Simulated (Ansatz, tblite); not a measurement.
# FeO3(NH) (FeHNO₃): rung by rung

Aim: run the singlet of FeO3(NH) (FeHNO₃) at one geometry on many levels, and compare frontier levels, spin and run time.

Method: as each input shows; program: Ansatz 0.2.0, Gaussian basis.

The runs, in order: GFN1-xTB, GFN2-xTB, PBE-D4/def2-TZVP, r2SCAN-D4/def2-TZVP, BHLYP-D4/def2-TZVP, revPBE-D4/def2-TZVP, LC-ωPBE/def2-TZVP, BLYP-D4/def2-TZVP, ωB97X-V/def2-TZVP, HF/def2-TZVP, B97M-V/def2-TZVP, PBE-D4/def2-SVP, PBE0-D4/def2-SVP, PBE0-D4/def2-TZVPD, PBE-D4/def2-TZVPD, r2SCAN-D4/def2-TZVPD, MP2/def2-TZVP, RPA/def2-TZVP.

1 further run of the same task is left out (it didn't finish). Runs told in other sessions of the task aren't counted.

### Step 1. The relaxed structure

The singlet was relaxed beforehand with PBE-D4/def2-SVP.

6 atoms, charge 0, spin multiplicity 1.

Bond lengths: Fe1–O2 1.597 Å, Fe1–O3 1.580 Å, Fe1–O4 1.596 Å, Fe1–N5 1.670 Å, N5–H6 1.046 Å. Angles: O2–Fe1–O3 111.7°, O2–Fe1–O4 108.1°, O2–Fe1–N5 109.0°, O3–Fe1–O4 111.7°, O3–Fe1–N5 107.2°, O4–Fe1–N5 109.0°, Fe1–N5–H6 112.5°.

Formally the metal is d0. No spin-orbit coupling is included.

PBE0-D4/def2-TZVP was run before; its log isn't repeated, and its numbers join the tables.

### Step 2. GFN1-xTB

Tight binding, by tblite at 300 K electronic temperature and without a spin-polarisation term:

```python
tblite.interface.Calculator('GFN1-xTB', numbers, positions, charge=0, uhf=0).singlepoint()
```

Energy -556.2844 eV, HOMO -15.31 eV, LUMO -14.36 eV; 0.005 s.

### Step 3. GFN2-xTB

Tight binding, by tblite at 300 K electronic temperature and without a spin-polarisation term:

```python
tblite.interface.Calculator('GFN2-xTB', numbers, positions, charge=0, uhf=0).singlepoint()
```

Energy -507.4363 eV, HOMO -12.69 eV, LUMO -10.83 eV; 0.003 s.

### Step 4. PBE-D4/def2-TZVP

start.molden holds the orbitals of an earlier run on this state, given as this run's starting guess.

The input, in.yaml:

```yaml
crystal:
  periodic: [false, false, false]
  atoms:
    - {symbol: Fe, position_ang: [0.266042, 0.298437, 0.085122]}
    - {symbol: O, position_ang: [0.085162, 0.212817, 1.669030]}
    - {symbol: O, position_ang: [1.778961, 0.506603, -0.320477]}
    - {symbol: O, position_ang: [-0.659041, 1.481966, -0.455492]}
    - {symbol: N, position_ang: [-0.235804, -1.139979, -0.598396]}
    - {symbol: H, position_ang: [-1.235320, -1.359833, -0.379788]}
basis:
  gaussian: {orbitals: def2-TZVP, initial_orbitals: start.molden}
hamiltonian: {xc: pbe, dispersion: d4}
scf: {omitted_lower_state_checks: [starts]}
output: {orbitals: {seedname: orbitals}}
```

Run with:

```console
> ansatz run in.yaml --threads 4 --pin off --events-out ev --progress --plain --max-ram 3916MiB
```

After this run come: r2SCAN-D4/def2-TZVP; BHLYP-D4/def2-TZVP; revPBE-D4/def2-TZVP; LC-ωPBE/def2-TZVP; BLYP-D4/def2-TZVP; ωB97X-V/def2-TZVP; HF/def2-TZVP; B97M-V/def2-TZVP; PBE-D4/def2-SVP; PBE0-D4/def2-SVP; PBE0-D4/def2-TZVPD; PBE-D4/def2-TZVPD; r2SCAN-D4/def2-TZVPD; MP2/def2-TZVP; RPA/def2-TZVP.

**Question.** What will the summary of the whole plan be? Wanted: gap in def2-TZVP, named functionals and Hartree-Fock, smallest and largest; correlation energy, MP2/def2-TZVP; binding an atom, functionals in def2-TZVP; PBE0 total energy, smallest basis above largest.

**Answer**, as computed:

| quantity | value |
| --- | --- |
| gap in def2-TZVP, named functionals and Hartree-Fock, smallest and largest | 0.88 eV (BLYP-D4), 8.53 eV (HF) |
| correlation energy, MP2/def2-TZVP | -48.12 eV |
| binding an atom, functionals in def2-TZVP | 1.23 (BHLYP-D4) to 3.57 eV (PBE-D4) |
| PBE0 total energy, smallest basis above largest | 14.47 eV (def2-SVP, def2-TZVPD) |

In words: Over the named functionals and Hartree-Fock in def2-TZVP the gap runs from 0.88 eV (BLYP-D4) to 8.53 eV (HF); exact exchange widens it.
